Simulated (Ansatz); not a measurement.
# C2H6LiN: the cost of one run

Program: Ansatz 0.2.0. Level of theory: RKS BHLYP-D4/def2-SVP. These are calculated values, not measurements.

## (1) The structure to begin with

Bond lengths: Li1–N2 1.901 Å, N2–C3 1.459 Å, N2–C4 1.479 Å, C3–H5 1.099 Å, C3–H6 1.115 Å, C3–H7 1.172 Å, C4–H8 1.113 Å, C4–H9 1.180 Å, C4–H10 1.042 Å. Angles (14 of 15 angles, heavy atoms first): Li1–N2–C3 107.0°, Li1–N2–C4 108.9°, C3–N2–C4 109.6°, N2–C3–H5 110.1°, N2–C3–H6 111.9°, N2–C3–H7 109.0°, N2–C4–H8 106.3°, N2–C4–H9 108.7°, N2–C4–H10 115.3°, H5–C3–H6 110.5°, H5–C3–H7 107.5°, H6–C3–H7 107.7°, H8–C4–H9 105.3°, H8–C4–H10 109.7°.

Coordinates:

```xyz
10

Li   -2.0974   -0.5286   -0.5542
N    -0.1994   -0.4225   -0.5537
C     0.1491    0.9871   -0.7006
C     0.3094   -0.9281    0.7396
H    -0.1634    1.3521   -1.6894
H    -0.2989    1.6128    0.1061
H     1.3133    1.1007   -0.6355
H    -0.0335   -1.9844    0.8189
H    -0.2400   -0.3550    1.6127
H     1.3439   -0.8852    0.8591
```

## (2) End point A

Contents of input.yaml:

```yaml
crystal:
  periodic: [false, false, false]
  atoms:
    - { symbol: Li, position_ang: [-2.0974, -0.5286, -0.5542] }
    - { symbol: "N", position_ang: [-0.1994, -0.4225, -0.5537] }
    - { symbol: C, position_ang: [0.1491, 0.9871, -0.7006] }
    - { symbol: C, position_ang: [0.3094, -0.9281, 0.7396] }
    - { symbol: H, position_ang: [-0.1634, 1.3521, -1.6894] }
    - { symbol: H, position_ang: [-0.2989, 1.6128, 0.1061] }
    - { symbol: H, position_ang: [1.3133, 1.1007, -0.6355] }
    - { symbol: H, position_ang: [-0.0335, -1.9844, 0.8189] }
    - { symbol: H, position_ang: [-0.24, -0.355, 1.6127] }
    - { symbol: H, position_ang: [1.3439, -0.8852, 0.8591] }
basis:
  gaussian: { orbitals: def2-SVP }
hamiltonian:
  xc: { name: BHLYP }
  dispersion: d4
relax:
  f_tol: 0.015
  max_steps: 40
```

Command:

```bash
ansatz run input.yaml --threads 1 --pin off --max-ram 2048MiB --backend cpu --events-out ev --progress --plain --runs-dir out
```

Q: Estimate wall time and peak memory on 1 thread of Arm Neoverse V2, shared host.

About 25 s, with a peak of 0.15 GiB.
